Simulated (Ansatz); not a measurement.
**HfH2: stress in a strained cell**

HfH2 is deformed so: equal xx and yy strain of +2 %. What stress and forces result, by LAPW, PAW and all-electron datasets made for the crystal?

Method: DFT LDA, scalar-relativistic, in Ansatz 0.2.0.

### 1 The system as given

Symmetry: I4/mmm, No. 139, tetragonal system. The conventional cell has a = 3.478 Å, b = 3.478 Å, c = 4.361 Å, α = 90.00°, β = 90.00°, γ = 90.00°. Around Hf (site symmetry 4/mmm) lie 8 H at 2.05 Å. H (site symmetry -4m2) is surrounded by 4 Hf at 2.05 Å.

As a file:

```cif
data_structure
_symmetry_space_group_name_H-M 'I4/mmm'
_symmetry_Int_Tables_number 139
_cell_length_a 3.4780
_cell_length_b 3.4780
_cell_length_c 4.3610
_cell_angle_alpha 90.000
_cell_angle_beta 90.000
_cell_angle_gamma 90.000
_cell_volume 52.75
loop_
_atom_site_label
_atom_site_type_symbol
_atom_site_symmetry_multiplicity
_atom_site_Wyckoff_symbol
_atom_site_fract_x
_atom_site_fract_y
_atom_site_fract_z
_atom_site_occupancy
Hf1 Hf 2 a 0.00000 0.00000 0.00000 1
H1 H 4 d 0.00000 0.50000 0.25000 1
```

The file gives the conventional cell by its symmetry; the runs use the cell typed in the input.

Atoms are numbered in the order of the input: Hf1, H2, H3.

### 2 After the deformation

Space group I4/mmm before, I4/mmm after.

### 3 LAPW, all electrons

input.yaml

```yaml
crystal:
  lattice:
    - [-1.77378, 1.77378, 2.1805]
    - [1.77378, -1.77378, 2.1805]
    - [1.77378, 1.77378, -2.1805]
  atoms:
    - { symbol: Hf, position: [0.0, 0.0, 0.0] }
    - { symbol: H, position: [0.75, 0.25, 0.5] }
    - { symbol: H, position: [0.25, 0.75, 0.5] }
kpoints:
  mp_grid: { grid: [12, 12, 12] }
  band_path:
    path:
      - [0.0, 0.0, 0.0]
      - [0.0, 0.0, 0.5]
      - [0.25, 0.25, 0.25]
      - [0.0, 0.5, 0.0]
      - [0.0, 0.0, 0.0]
      - [0.5, 0.5, -0.5]
      - [0.4154349765, 0.5845650235, -0.4154349765]
      - [-0.4154349765, 0.4154349765, 0.4154349765]
      - [0.0, 0.0, 0.0]
    npoints: 5
scf:
  occupations: { method: fermi_dirac, width: 0.03 }
hamiltonian:
  xc: lda
  pseudopotentials: { kind: all_electron, lapw: { basis_error: 0.0005 } }
output:
  forces: true
  stress: true
  eigenvalues: true
```

Started as:

```
$ ansatz run input.yaml --threads 1 --pin off --max-ram 4096MiB --backend cpu --events-out ev --progress --plain --runs-dir out
```

Log, cut to the lines that bear on the results:

```text
LAPW: plane waves up to 8.963 Å⁻¹, error target 5.0e-4 eV per atom; small_component_spin mean_spin; H in spheres of 0.678 Å, 1 of its electrons in bands, Dirac shells []; Hf in spheres of 1.404 Å, 42 of its electrons in bands, Dirac shells []
[...]
Pseudopotentials: kind: all_electron
Pseudopotential: Hf, LAPW, valence charge 42, Koelling and Harmon's equation, gaussian nucleus
Pseudopotential: H, LAPW, valence charge 1, Koelling and Harmon's equation, gaussian nucleus
Functional definition: SPW92
[...]
Crystal: 3 atoms, lattice volume = 27.442 Å³
Basis set: ecut = 306.0890062178276 eV, 315 PW (Γ), exchange–correlation at level 2
Bands: 27, of which v1, the nominal top of the filled ones, is band 22 counted from 1 (21 counted from 0)
Symmetry: 16 space group operations
Space group: I4/mmm (ITA 139), of the structure as read, at distance tolerance 3.0e-5 Å
k-points: 163 of 1728
[...]
SCF iter   1: F=—  HF=-410039.485353 eV  |F-HF|=—  |Δ(HF+E_count)|=         —  Δρ=6.40e-2  dr2=1.07e0  ethr=2.44e-3  ⟨swp⟩=2.0  Hψ=27548  notcnv=0
[...]
the basis was enlarged: its passes take 354.1 KiB over the memory plan, 1 of 1 planned eigensolver slots
[...]
SCF iter   9: F=-410038.825731 eV  HF=-410038.825731 eV  |F-HF|=3.49e-9  |Δ(HF+E_count)|=   3.24e-7  Δρ=1.08e-5  dr2=3.09e-8  ethr=3.18e-9  ⟨swp⟩=2.0  Hψ=12895  notcnv=0
[...]
NSCF: frozen V_eff on 41 k-points
SCF converged after 9 iterations
Free energy (F): -410038.825731 eV
[...]
E sigma→0 (E₀):  -410038.824945 eV
Entropy (-TS):   -0.001571 eV (-0.524 meV/atom)
Fermi energy:    17.432031 eV
[...]
--- Forces (eV/Å), atoms counted from 1 ---
  atom   1  Hf     0.00000000    -0.00000000     0.00000000
  atom   2  H      0.00000000     0.00000000    -0.00000000
  atom   3  H     -0.00000000     0.00000000     0.00000000
[...]
--- Stress (GPa, compression-positive) ---
      -13.595010      -0.000000      -0.000000
       -0.000000     -13.595010       0.000000
       -0.000000       0.000000     -12.762242
  P = ⅓ Tr σ = -13.3174 GPa (-133.174 kbar)
--- Band table (eV; the first three rows and the last of 163) ---
[...]
```

Wall time 39 s (1 thread of Arm Neoverse V2, shared host); peak memory 0.59 GiB.

This run gives: pressure -13.32 GPa; no gap.

### 4 PAW with frozen cores

input.yaml

```yaml
crystal:
  lattice:
    - [-1.77378, 1.77378, 2.1805]
    - [1.77378, -1.77378, 2.1805]
    - [1.77378, 1.77378, -2.1805]
  atoms:
    - { symbol: Hf, position: [0.0, 0.0, 0.0] }
    - { symbol: H, position: [0.75, 0.25, 0.5] }
    - { symbol: H, position: [0.25, 0.75, 0.5] }
kpoints:
  mp_grid: { grid: [12, 12, 12] }
scf:
  occupations: { method: fermi_dirac, width: 0.03 }
hamiltonian:
  xc: lda
  pseudopotentials: { kind: paw }
output:
  forces: true
  stress: true
  eigenvalues: true
  efg: { contact_densities: true }
  write_density: true
  write_potential: true
  elf: true
  volumetric_format: npy
```

Started as:

```
$ ansatz run input.yaml --threads 1 --pin off --max-ram 4096MiB --backend cpu --events-out ev --progress --plain --runs-dir out
```

Log:

```text
Hf: output.efg is read without spin–orbit coupling, which moves field gradients at and beside such atoms by some per cent and up to a factor of two; PAW files take it under magnetization.noncollinear and magnetization.spin_orbit
Engine: ansatz 0.2.0
Pseudopotentials: kind: paw
Pseudopotential: Hf, paw, valence charge 26, recommended cutoff 420 eV (normal)
Pseudopotential: H, paw, valence charge 1, recommended cutoff 420 eV (normal)
[... 1 set-up line as earlier in the session ...]
  exchange = slater_x
  correlation = pw_c
Crystal: 3 atoms, lattice volume = 27.442 Å³
Basis set: ecut = 420 eV, 551 PW (Γ)
Bands: 18, of which v1, the nominal top of the filled ones, is band 14 counted from 1 (13 counted from 0)
[... 2 set-up lines as earlier in the session ...]
k-points: 163 of 1728
Non-local potential: Hf, projectors of the file, l = 0: 3, l = 1: 2, l = 2: 2, l = 3: 3
Non-local potential: H, projectors of the file, l = 0: 2, l = 1: 1
PAW form: soft (Blöchl's): semilocal exchange-correlation on the pseudo side does not see the compensation charge
PAW frozen core: Hf, regenerated for the run's functional, and the local potential with it (the file was generated under x = pbe(κ = 0.804, μ = 0.2195149727645171), c = pbe(β = 0.06672455060314922))
PAW one-centre angular grid: Hf, 590 points (default); XC on 64 Gauss nodes
PAW one-centre angular grid: H, 110 points (default); XC on 64 Gauss nodes
Initial density: superposition of atomic densities (neutral atoms: chi_scale 0, normalization atom), corrected by the library's trained network
Initial wavefunctions: pseudopotential atomic-orbital guess
Functional: x = slater, c = lda
SCF iter   1: F=—  HF=-15509.772627 eV  |F-HF|=—  |Δ(HF+E_count)|=         —  Δρ=1.12e-2  dr2=2.48e-2  ethr=1.77e-3  ⟨swp⟩=5.0  Hψ=12218  notcnv=0
preconditioner: auto → Kerker (q_TF=auto, 2.737 Å⁻¹)  [metal: Δε(μ)=0.031 eV  Ē_g=18.463 eV  σ=0.030 eV  W_gap=0.26  n_scr=12 (ndim 8)  ℏωp=36.1 eV  f_vac=0.000  D(μ)=0.51/eV (n_scr^D=0)]
SCF iter   2: F=—  HF=-15509.766037 eV  |F-HF|=—  |Δ(HF+E_count)|=   6.59e-3  Δρ=6.30e-3  dr2=8.23e-3  ethr=8.85e-5  ⟨swp⟩=2.0  Hψ=4811  notcnv=0
SCF iter   3: F=—  HF=-15509.763800 eV  |F-HF|=—  |Δ(HF+E_count)|=   2.24e-3  Δρ=1.26e-3  dr2=4.71e-4  ethr=2.94e-5  ⟨swp⟩=2.0  Hψ=5178  notcnv=0
SCF iter   4: F=—  HF=-15509.762916 eV  |F-HF|=—  |Δ(HF+E_count)|=   8.84e-4  Δρ=6.07e-4  dr2=4.73e-5  ethr=1.68e-6  ⟨swp⟩=2.0  Hψ=5236  notcnv=0
SCF iter   5: F=—  HF=-15509.762925 eV  |F-HF|=—  |Δ(HF+E_count)|=   9.02e-6  Δρ=1.12e-4  dr2=2.06e-6  ethr=1.69e-7  ⟨swp⟩=2.0  Hψ=5248  notcnv=0
SCF iter   6: F=—  HF=-15509.762924 eV  |F-HF|=—  |Δ(HF+E_count)|=   7.03e-7  Δρ=2.28e-5  dr2=1.44e-7  ethr=7.36e-9  ⟨swp⟩=2.9  Hψ=5156  notcnv=0
SCF iter   7: F=-15509.762924 eV  HF=-15509.762924 eV  |F-HF|=3.38e-8  |Δ(HF+E_count)|=   4.20e-8  Δρ=9.21e-6  dr2=3.15e-8  ethr=3.57e-10  ⟨swp⟩=7.6  Hψ=17843  notcnv=0
SCF 1 converged in 7 iterations: F = -15509.762924 eV  dr2 = 3.15e-8
SCF converged after 7 iterations
Free energy (F): -15509.762924 eV
Harris-Foulkes:  -15509.762924 eV  (|F-HF|=3.38e-8)
Internal energy: -15509.761353 eV  (E = F + TS)
E sigma→0 (E₀):  -15509.762138 eV
Entropy (-TS):   -0.001571 eV (-0.524 meV/atom)
Fermi energy:    17.178668 eV
--- Per-component energies (eV) ---
  E_band       = -35.712733
  E_kinetic    = 450.131166
  E_local      = -5470.032446  (includes V_loc(G=0)·N_el)
  E_nonlocal   = -1230.828824
  E_hartree    = 2543.704486
  E_xc         = -315.098339
  E_vxc        = -289.681329  (∫ρ·V_xc dr)
  E_paw        = -6685.073733  (= ΣΔE_a)
  E_vpaw       = 1417.300655  (= ΣTr[D̂ρ^β])
  E_aug_tail   = -0.002327  (compensation charges beyond the density's cutoff)
  E_ewald      = -4805.018580
  E_core_change = 2.457243  (= ΣΔE_core)
  E_smearing   = -0.001571  (= −TS)
  E_closure    = -0.000000  (closes the sum)
  Σ components = -15509.762924   (vs F -15509.762924, Δ=0.00e0)
--- Forces (eV/Å), atoms counted from 1 ---
  atom   1  Hf    -0.00000000    -0.00000000    -0.00000000
  atom   2  H     -0.00000000     0.00000000    -0.00000000
  atom   3  H      0.00000000     0.00000000     0.00000000
  max |Σ_I F_I| component: 7.59e-19 eV/Å
--- Stress (GPa, compression-positive) ---
      -13.614624      -0.000000       0.000000
       -0.000000     -13.614624      -0.000000
        0.000000      -0.000000     -12.777722
  P = ⅓ Tr σ = -13.3357 GPa (-133.357 kbar)
--- PAW observables at the nuclei: V_zz in 10²¹ V/m², potentials from the cell's mean, atoms counted from 1 ---
  atom   1  Hf V_zz =    -3.502152   η = 0.0000   by run symmetry: allowed
            electrostatic potential = -14180.539292 V   contact ρ = 7500107.539840 e/Å³
  atom   2  H  V_zz =    -0.010221   η = 0.0000   by run symmetry: allowed
            electrostatic potential = -49.946047 V   contact ρ = 2.758165 e/Å³
  atom   3  H  V_zz =    -0.010221   η = 0.0000   by run symmetry: allowed
            electrostatic potential = -49.946047 V   contact ρ = 2.758165 e/Å³
--- Band table (eV; the first three rows and the last of 163) ---
  k-point 0: bands = ["-45.3445", "-13.8399", "-13.8399", "-13.7882", "4.5506", "4.6429", "4.6429", "4.6481", "4.6662", "4.6662", "4.6980", "6.2237", "16.2245", "16.7070", "16.7070", "17.5589", "18.7835", "20.1667"]
  k-point 1: bands = ["-45.3423", "-13.8748", "-13.8452", "-13.8008", "4.5559", "4.6424", "4.6444", "4.6487", "4.6636", "4.6644", "4.6953", "6.4507", "14.8094", "16.9034", "17.6602", "18.3650", "18.5537", "20.0208"]
  k-point 2: bands = ["-45.3363", "-13.9685", "-13.8597", "-13.8349", "4.5708", "4.6419", "4.6481", "4.6502", "4.6572", "4.6597", "4.6883", "7.1067", "13.4446", "17.4840", "17.6533", "17.9708", "20.0690", "20.4379"]
  k-point 162: bands = ["-45.2987", "-14.2500", "-14.0782", "-14.0782", "4.6276", "4.6347", "4.6347", "4.6380", "4.6537", "4.6782", "4.6782", "9.7119", "13.1301", "13.6096", "21.4768", "21.5627", "21.5627", "22.4473"]
```

Wall time 6.3 s (1 thread of Arm Neoverse V2, shared host); peak memory 0.41 GiB.

In short: pressure -13.34 GPa; no gap; Vzz Hf1 -3.50 (η = 0.00), H2 -0.01 (η = 0.00) (10²¹ V/m²).

The fields are shown in the conventional cell of this run's space group, carried over from its grid by interpolation.

Density in a lattice plane of the grid's cell (edges 3.55 and 4.36 Å, at 0.000 of the third edge), which holds Hf and H.

Ten even steps from ' ' (0.09 e/Å³) to '@' (35.44 e/Å³):
```
%%**==::..                      ..::==**
==--::..                          ..::--
......                              ....
                                        
                                        
                                        
                                        
                                        
                                        
                                        
                                        
                                        
                                        
                                        
                                        
                                        
......                              ....
==--::..                          ..::--
%%**==::..                      ..::==**
@@%%++--..                      ..--++%%
```
Columns run along the first of these edges and rows up along the second, over one cell in 20 and 20 even steps from the bottom left corner. Atoms in the plane (fractional): Hf at (0.00, 0.00), H at (0.50, 0.75), H at (0.50, 0.25).

ELF in the same plane.

Ten even steps from '0' (0.09) to '9' (1.00):
```
78875200122210025788
88764101366631014678
76642114799974112466
43311137999997311133
11001258999998521001
00001368999998631000
11112357899987532111
22222334566654332222
33222222222222222223
33322211111111122233
33222222222222222223
22222334566654332222
11112357899987532111
00001368999998631000
11001258999998521001
43311137999997311133
76642114799974112466
88764101366631014678
78875200122210025788
77876300001000036787
```
Columns run along the first of these edges and rows up along the second, over one cell in 20 and 20 even steps from the bottom left corner. Atoms in the plane (fractional): Hf at (0.00, 0.00), H at (0.50, 0.75), H at (0.50, 0.25).

Both are smooth fields of the valence electrons: close to the nuclei they are not physical.

Maxima of ELF outside the ion cores: 1.00 at H.

### 5 Datasets made for this crystal

Changes to input.yaml since step 4:

```diff
@@ -15,3 +15,3 @@
   xc: lda
-  pseudopotentials: { kind: paw }
+  pseudopotentials: { kind: all_electron, datasets: crystal }
 output:
@@ -21,5 +21 @@
   efg: { contact_densities: true }
-  write_density: true
-  write_potential: true
-  elf: true
-  volumetric_format: npy
```

Started as:

```
$ ansatz run input.yaml --threads 1 --pin off --max-ram 4096MiB --backend cpu --events-out ev --progress --plain --runs-dir out
```

Log, cut to the lines that bear on the results:

```text
[...]
band count auto-derived: 20 (N_el = 28.0; filled up to band 14; 18 by the electrons, moments and atoms)
Hf: output.efg is read without spin–orbit coupling, which moves field gradients at and beside such atoms by some per cent and up to a factor of two; PAW files take it under magnetization.noncollinear and magnetization.spin_orbit
[...]
[... 1 set-up line as earlier in the session ...]
Pseudopotential: Hf, paw, valence charge 26, recommended cutoff 420 eV (normal), Koelling and Harmon's equation, gaussian nucleus
Pseudopotential: H, paw, valence charge 1, recommended cutoff 420 eV (normal), Koelling and Harmon's equation, gaussian nucleus
[... 1 set-up line as earlier in the session ...]
[...]
Crystal: 3 atoms, lattice volume = 27.442 Å³
Basis set: ecut = 420 eV, 551 PW (Γ)
Bands: 20, of which v1, the nominal top of the filled ones, is band 14 counted from 1 (13 counted from 0)
[... 1 set-up line as earlier in the session ...]
[...]
--- Stress (GPa, compression-positive) ---
      -13.594878      -0.000000      -0.000000
       -0.000000     -13.594878       0.000000
       -0.000000       0.000000     -12.761639
  P = ⅓ Tr σ = -13.3171 GPa (-133.171 kbar)
--- PAW observables at the nuclei: V_zz in 10²¹ V/m², potentials from the cell's mean, atoms counted from 1 ---
  atom   1  Hf V_zz =    -3.733486   η = 0.0000   by run symmetry: allowed
            electrostatic potential = -14174.622800 V   contact ρ = 7496455.482626 e/Å³
  atom   2  H  V_zz =    -0.008019   η = 0.0000   by run symmetry: allowed
            electrostatic potential = -49.957305 V   contact ρ = 2.763194 e/Å³
  atom   3  H  V_zz =    -0.008019   η = 0.0000   by run symmetry: allowed
            electrostatic potential = -49.957305 V   contact ρ = 2.763194 e/Å³
--- Band table (eV; the first three rows and the last of 163) ---
  k-point 0: bands = ["-45.0882", "-13.5841", "-13.5841", "-13.5325", "4.8073", "4.8987", "4.8987", "4.9048", "4.9230", "4.9230", "4.9539", "6.4775", "16.4829", "16.9600", "16.9600", "17.8120", "19.0367", "20.4194"]
[...]
```

Wall time 23 s (1 thread of Arm Neoverse V2, shared host); peak memory 0.78 GiB.

Result: pressure -13.32 GPa; no gap; Vzz Hf1 -3.73 (η = 0.00), H2 -0.01 (η = 0.00) (10²¹ V/m²).

### 6 Side by side

Stress (GPa, compression positive):

```
          method      xx      yy      zz    yz    xz    xy
            LAPW  -13.60  -13.60  -12.76  0.00  0.00  0.00
             PAW  -13.61  -13.61  -12.78  0.00  0.00  0.00
crystal datasets  -13.59  -13.59  -12.76  0.00  0.00  0.00
```

| method | pressure (GPa) | Vzz Hf1 (10²¹ V/m²) | Vzz H2 (10²¹ V/m²) | SCF cycles, by the record's count |
| --- | --- | --- | --- | --- |
| LAPW | -13.32 | – | – | 9 |
| PAW | -13.34 | -3.50 | -0.01 | 7 |
| crystal datasets | -13.32 | -3.73 | -0.01 | 9 |

### 7 What came out

```
                                 quantity                                                 value
                                 pressure  LAPW -13.32, PAW -13.34, crystal datasets -13.32 GPa
largest shear or deviatoric stress (LAPW)                                              0.56 GPa
```

**Reading.** The largest part of the stress beyond the pressure is 0.56 GPa in size, in the zz component; the atoms are carried along and not relaxed. No run of the undeformed cell stands beside it, so pressure and stress hold what the given cell had before the change, as far as its symmetry allows. PAW: stress within 0.02 GPa of LAPW. Crystal datasets: stress within 0.01 GPa of LAPW. Spin-orbit coupling is left out, though the cell holds Hf; in elements this heavy it can shift bands and gaps by tenths of an eV.
